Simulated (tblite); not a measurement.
# C7H9BClF: the cost of one run

The runs use tblite 0.8.0 and PySCF 2.14.0, with density-fitted response routines of our own; the level of theory stands in each step. All values are computed, except where a source is named. Atoms are numbered from 0 throughout.

## Step 1: Starting geometry

19 atoms, charge 0, multiplicity 1; geometry from: force field or distance geometry start.

Bonds of the start (Å): F0–C1 1.39, C1–C2 1.53, C2–C3 1.50, C3–C4 1.48, C4–C5 1.33, C5–B6 1.57, B6–C7 1.59, C7–C8 1.52, C8–Cl9 1.77, C7–C1 1.52, C8–C3 1.52, C1–H10 1.08, C2–H11 1.09, C2–H12 1.13, C3–H13 1.10, C4–H14 1.05, C5–H15 1.10, B6–H16 1.19, C7–H17 1.08, C8–H18 1.11.

## Step 2: Relaxing the molecule with GFN2-xTB

Job settings and geometry (Å):

```
{"job": {"kind": "relax", "xc": "GFN2-xTB", "basis": "xTB"}, "charge": 0, "multiplicity": 1}
F     -2.517300     0.844000     0.275000
C     -1.498700     0.508400    -0.615000
C     -1.153200    -0.947800    -0.311000
C     -0.036800    -0.927100     0.690300
C      1.229800    -1.284700     0.007500
C      1.839700    -0.307700    -0.663800
B      1.012900     0.980800    -1.008400
C     -0.271800     1.245300    -0.104000
C     -0.039000     0.500000     1.205300
Cl     1.504500     0.976500     1.920800
H     -1.748200     0.701100    -1.644500
H     -0.879500    -1.519200    -1.201200
H     -2.043900    -1.441900     0.178500
H     -0.230000    -1.631400     1.518600
H      1.641100    -2.255100     0.018400
H      2.900300    -0.380900    -0.953100
H      1.660400     1.954200    -1.254800
H     -0.465000     2.298300     0.069700
H     -0.915100     0.696400     1.864200
```

Command:

```console
$ OMP_NUM_THREADS=1 python probes_run.py task.json out
```

The driver reads the jobs from task.json and runs them one after another.

Q: Estimate the wall time and peak memory of this first job on 1 thread of Arm Neoverse N1, shared host.

About 1 s, with a peak of 0.18 GiB.
